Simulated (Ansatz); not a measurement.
# Cu: the cost of one run

Program: Ansatz 0.2.0. Level of theory: DFT PBEsol, scalar-relativistic, plane waves, PAW. These are calculated values, not measurements.

## (1) The structure to begin with

The structure is hexagonal, space group P6/mmm (No. 191). The conventional cell has a = 2.432 Å, b = 2.432 Å, c = 2.272 Å, α = 90.00°, β = 90.00°, γ = 120.00°. Cu (site symmetry 6/mmm) is surrounded by 8 Cu at 2.27 to 2.43 Å.

Coordinates:

```
CELL_PARAMETERS angstrom
2.43156 0.00000 0.00000
-1.21578 2.10580 0.00000
0.00000 0.00000 2.27199
ATOMIC_POSITIONS crystal
Cu 0.00000 0.00000 0.00000
```

(A quick probe on a coarse mesh, which set the mesh and smearing, is not shown.)

## (3) Coarse relaxation

The input, input.yaml:

```yaml
crystal:
  lattice:
    - [2.43156474, 0.0, 0.0]
    - [-1.21578237, 2.1057968357, 0.0]
    - [0.0, 0.0, 2.2719933039]
  atoms:
    - { symbol: Cu, position: [0.0, 0.0, 0.0] }
basis:
  ecutwfc: 420
kpoints:
  mp_grid: { grid: [9, 9, 8] }
hamiltonian:
  xc: pbesol
scf:
  occupations: { method: gaussian, width: 0.1 }
  lower_state_search: "off"
output:
  forces: true
  stress: true
  eigenvalues: true
relax:
  adjacent_minimum: "off"
  f_tol: 0.04
  max_steps: 70
  cell: { stress_tol: 0.4 }
```

What time and memory should one allow on 1 thread of an x86-64 CPU, shared host?

About 2.3 s, with a peak of 0.32 GiB.
